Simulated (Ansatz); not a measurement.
Input of an Ansatz 0.2.0 run:

input.yaml

```yaml
crystal:
  lattice:
    - [2.6379305253, 0.0, 0.0]
    - [-1.3189652627, 2.2845148484, 0.0]
    - [0.0, 0.0, 6.319344]
  atoms:
    - { symbol: Pd, position: [0.0, 0.0, 0.0] }
    - { symbol: Co, position: [0.6666666667, 0.3333333333, 0.349778], spin: 0.791, spin_axis: [0.129, -0.65, -0.431] }
    - { symbol: Co, position: [0.3333333333, 0.6666666667, 0.650222], spin: 1.88, spin_axis: [1.568, 0.333, -0.983] }
hamiltonian:
  xc: pbesol
  pseudopotentials: { kind: paw }
magnetization:
  noncollinear: true
  spin_orbit: false
kpoints:
  mp_grid: { grid: [8, 8, 3] }
scf:
  occupations: { method: fermi_dirac, width: 0.05 }
output:
  forces: true
  stress: true
  eigenvalues: true
  write_density: true
  write_potential: true
  elf: true
  volumetric_format: npy
```

Potentials or basis: Ansatz PAW.

Command:

```sh
$ ansatz run input.yaml --threads 2 --pin off --max-ram 5632MiB --backend cpu --events-out ev --progress --plain --runs-dir out
```

Question: What does it give for the band gap on the k mesh?

Answer: None (metal or under the smearing width).

Question: Predict the largest force.

Answer: 0.026 eV/Å.

Question: What does it give for the net moment?

Answer: 3.80 μB per cell.

Moments on the atoms (μB; x, y, z):
```
Pd   0.16 -0.06 -0.15
Co   1.27 -0.43 -1.16
Co   1.27 -0.43 -1.16
```

Caveat: the PAW data sets come from PBE, with cores solved anew for the run's functional, which leaves a small shift of forces and pressure; the starting moments weren't kept.
